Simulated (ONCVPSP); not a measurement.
# V: generating and testing an ONCV potential

Do these settings give a usable potential? It is generated, then checked for transferability, scattering, ghosts and hardness.

The numbers are computed with ONCVPSP 4.0.1 (PBEsol, scalar-relativistic, spin-unpolarised reference atom).

## Step 1: Settings

Typed settings, in words:

```
element                 : vanadium (V, Z = 23)
type                    : optimised norm-conserving Vanderbilt (ONCV)
frozen core             : [Ar]
valence charge          : 5
reference configuration : 3d3 4s2
partial waves           : 4s: rc 2.60 bohr, ncon 4, nbas 9, qcut 2.9 1/bohr, 2 projectors, debl 0.6 Ha; p scattering state at 0.05 Ha: rc 2.40 bohr, ncon 4, nbas 7, qcut 2.8 1/bohr, 2 projectors, debl 2.5 Ha; 3d: rc 1.20 bohr, ncon 3, nbas 7, qcut 11.3 1/bohr, 1 projector
local potential         : polynomial inside 0.85 bohr (lpopt 5, dvloc0 0 Ha)
core correction         : Teter function, fcfact 5.5, rcfact 1.25
```

An earlier all-electron run gives the scale for the radii.

All-electron outer shells of the reference configuration (PBEsol, scalar-relativistic, ld1.x):

| shell | level (eV) | outermost node (bohr) | outermost maximum (bohr) |
| --- | --- | --- | --- |
| 3p | -43.95 | 0.35 | 0.84 |
| 3d | -5.18 | – | 0.90 |
| 4s | -4.72 | 1.17 | 2.76 |
| 4p | -1.43 | 1.30 | 3.63 |

## Step 2: Generation

File V.dat:

```
# ATOM AND REFERENCE CONFIGURATION
# atsym  z   nc   nv     iexc    psfile
  V 23.00    5    2  -116133      upf
#
#   n    l    f
    1    0    2.00
    2    0    2.00
    2    1    6.00
    3    0    2.00
    3    1    6.00
    3    2    3.00
    4    0    2.00
#
# PSEUDOPOTENTIAL AND OPTIMIZATION
# lmax
    2
#
#   l,   rc,      ep,       ncon, nbas, qcut
    0    2.60    0.00    4    9    2.90
    1    2.40    0.05    4    7    2.80
    2    1.20    0.00    3    7   11.30
#
# LOCAL POTENTIAL
# lloc, lpopt,  rc(5),   dvloc0
    4    5    0.85    0.00
#
# VANDERBILT-KLEINMAN-BYLANDER PROJECTORs
# l, nproj, debl
    0    2    0.60
    1    2    2.50
    2    1    2.40
#
# MODEL CORE CHARGE
# icmod, fcfact, rcfact
    3    5.50    1.25
#
# LOG DERIVATIVE ANALYSIS
# epsh1, epsh2, depsh
   -2.00    5.00    0.02
#
# OUTPUT GRID
# rlmax, drl
    6.00    0.01
#
# TEST CONFIGURATIONS
# ncnf
    4
# nvcnf
#   n    l    f
    2
    3    2    3.00
    4    0    1.00
#
    2
    3    2    3.00
    4    0    0.00
#
    2
    3    2    2.00
    4    0    0.00
#
    3
    3    2    3.00
    4    0    1.00
    4    1    1.00
#
```

On the command line:

```sh
$ oncvpsp.x < V.dat > V.out
```

**Question.** What will these runs give? Wanted: cutoffs for 1 and 0.1 mHa per electron, occupied waves; bound ghosts; GHOST(+) flags; largest test error; largest phase difference near zero energy, channels read; rms error of d²Exc/dn², without and with the model core.

**Answer**, as computed:

```
                                                quantity                  value
  cutoffs for 1 and 0.1 mHa per electron, occupied waves        50 Ha and 58 Ha
                                            bound ghosts        s at -182.59 eV
                                          GHOST(+) flags             p at 21 eV
                            largest test error (AE − PS)  -179 meV, for 3d2 4s0
largest phase difference near zero energy, channels read              0.019 rad
 rms error of d²Exc/dn², without and with the model core    19.08 and 11.17 mHa
```

**Reading.** A bound ghost (s) makes it unfit for use: electrons can fall into a state that the atom doesn't have. The worst unpolarised test, 3d2 4s0, is off by 179 meV on 50.8 eV; by total energies transferability rates as poor. That test lies far up in energy; among those under 40 eV, nearer to bonding, the largest error is 22 meV. The potential is hard: the looser tolerance needs 50 Ha. At the looser tolerance the 3d wave is the slowest; 4s needs 3 Ha. Near zero energy the phases of the channels with partial waves agree within 0.019 rad. The program also flags highly localised states, GHOST(+) (p).
